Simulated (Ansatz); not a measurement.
**Ga2HCl+ (doublet): wave-function methods side by side, cc-pVDZ**

The task here is to estimate one member of a computed series from the others.

Computed with Ansatz 0.2.0, Gaussian basis. Level: cc-pVDZ, core rule «outside noble gas», up to 33 orbitals frozen.

Plan: UHF; CCSD(T) on UHF; BCCD(T) on ROHF; CISD; CCSDT(Q) on ROHF; CCSDT(Q) on UHF; CASSCF and MRCISD+Q, 9 electrons in 9 orbitals; CASSCF and NEVPT2, 9 electrons in 9 orbitals.

29 further runs of the same task are left out: 20 that didn't finish, 9 set aside as unsound or not needed.

**The system**

The geometry is a PBE0/def2-TZVP stationary point (not a proven minimum) of the parent state, kept for this charge and spin. No spin-orbit coupling is included. The filled d shell of Ga may be among the frozen orbitals whatever the setting's name suggests; the logs give the count.

4 atoms, charge 1, spin multiplicity 2.

Atoms are counted from 1 here; the program's logs count them from 0.

Bond lengths: Cl1–Ga2 2.191 Å, Ga2–Ga3 2.689 Å, Ga3–H4 1.806 Å. Angles: Cl1–Ga2–Ga3 147.3°, Ga2–Ga3–H4 49.3°.

The first run:

Contents of in.yaml:

```yaml
crystal:
  periodic: [false, false, false]
  atoms:
    - {symbol: Cl, position_ang: [-0.000771, 0.401827, 2.683116]}
    - {symbol: Ga, position_ang: [0.000680, -0.383928, 0.638284]}
    - {symbol: Ga, position_ang: [-0.000469, 0.161358, -1.994468]}
    - {symbol: H, position_ang: [0.012506, 1.262269, -0.562799]}
basis:
  gaussian: {orbitals: cc-pVDZ}
total_charge: 1
magnetization: {spin_polarized: true, initial_magnetization: 1}
hamiltonian: {xc: hf}
output: {orbitals: {seedname: orbitals}}
```

Launch:

```sh
$ ansatz run in.yaml --threads 1 --pin off --events-out ev --progress --plain --max-ram 2393MiB
```

Steps of the session up to this table: UHF; CCSD(T) on UHF; BCCD(T) on ROHF; CISD; CCSDT(Q) on ROHF; CCSDT(Q) on UHF; CASSCF and MRCISD+Q, 9 electrons in 9 orbitals; CASSCF and NEVPT2, 9 electrons in 9 orbitals.

One table of the session follows, with a row left open; its other results are not shown here.

It belongs to the step «Misses and costs». 

```
           method  from UCCSDT(Q) (meV)
              UHF               +7211.2
             UMP2               +1289.4
            UCCSD                +262.8
         UCCSD(T)                 +56.6
          BCCD(T)                 +59.8
           UCCSDT                     ?
        UCCSDT(Q)                     0
  CASSCF frontier               +5647.2
  NEVPT2 frontier               +1030.6
  MRCISD frontier                +573.7
MRCISD+Q frontier                +101.1
```

**Question.** Estimate the row for UCCSDT.

The run gave: from UCCSDT(Q) (meV): +18.9. In the column «from UCCSDT(Q) (meV)» it lies between UCCSDT(Q) (0) and UCCSD(T) (+56.6).

Not comparable, so not listed: CISD; CCSDT(Q) on ROHF (they don't share determinant, frozen orbitals or solution with the rows shown, or repeat one).
